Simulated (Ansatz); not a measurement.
# SBr+ (quintet): from Hartree-Fock to the top rungs, cc-pVDZ

One table from this session's results is given with a row withheld; the runs are named, their logs left out.

Method: cc-pVDZ, core rule «outside noble gas», up to 19 orbitals frozen; program: Ansatz 0.2.0, Gaussian basis.

Plan: UHF; CCSD(T) on ROHF; CCSD(T) on UHF; BCCD(T) on ROHF; CISD as a restricted active space (open shells left free, so some higher excitations enter); CCSDT(Q) on ROHF; CCSDT(Q) on UHF; CASSCF and MRCISD+Q, 12 electrons in 8 orbitals; CASSCF and NEVPT2, 12 electrons in 8 orbitals.

12 further runs of the same task are left out: 3 that didn't finish, 9 set aside as unsound or not needed. Runs told in other sessions of the task aren't counted.

## The geometry

The geometry is a PBE0/def2-TZVP stationary point (not a proven minimum) of the parent state, kept for this charge and spin. No spin-orbit coupling is included. The filled d shell of Br may be among the frozen orbitals whatever the setting's name suggests.

2 atoms, charge 1, spin multiplicity 5.

Atoms are counted from 1 here; the program's logs count them from 0.

Bond lengths: S1–Br2 2.025 Å.

Set-up of the first run:

Contents of in.yaml:

```yaml
crystal:
  periodic: [false, false, false]
  atoms:
    - {symbol: S, position_ang: [0.000000, 0.000000, 0.000000]}
    - {symbol: Br, position_ang: [0.000000, 0.000000, 2.025300]}
basis:
  gaussian: {orbitals: cc-pVDZ}
total_charge: 1
magnetization: {spin_polarized: true, initial_magnetization: 4}
hamiltonian: {xc: hf}
output: {orbitals: {seedname: orbitals}}
```

On the command line:

```sh
ansatz run in.yaml --threads 1 --pin off --events-out ev --progress --plain --max-ram 2393MiB
```

Among the steps run: UHF; CCSD(T) on ROHF; CCSD(T) on UHF; BCCD(T) on ROHF; CISD as a restricted active space (open shells left free, so some higher excitations enter); CCSDT(Q) on ROHF; CCSDT(Q) on UHF; CASSCF and MRCISD+Q, 12 electrons in 8 orbitals; CASSCF and NEVPT2, 12 electrons in 8 orbitals.

One table of the session follows, with a row left open; its other results are not shown here.

| method | from UCCSDT(Q) (meV) |
| --- | --- |
| ROHF | +6053.2 |
| UHF | +5872.7 |
| RMP2 | +927.0 |
| UMP2 | +966.6 |
| CISD | +496.6 |
| RCCSD | +151.9 |
| UCCSD | +143.1 |
| RCCSD(T) | +33.1 |
| UCCSD(T) | +28.2 |
| BCCD(T) | +32.8 |
| RCCSDT | ? |
| UCCSDT | +9.7 |
| RCCSDT(Q) | +5.0 |
| UCCSDT(Q) | 0 |
| CASSCF valence | +5952.1 |
| NEVPT2 valence | +1276.2 |
| MRCISD valence | +544.5 |
| MRCISD+Q valence | +35.6 |

Estimate the missing values for RCCSDT.

**Answer.** from UCCSDT(Q) (meV): +14.7. In the column «from UCCSDT(Q) (meV)» it lies between UCCSDT (+9.7) and UCCSD(T) (+28.2).

To keep in mind: Restricted and unrestricted rows rest on different reference determinants; a gap between their highest levels can come from leftover correlation error, from unlike frozen cores or from another state.
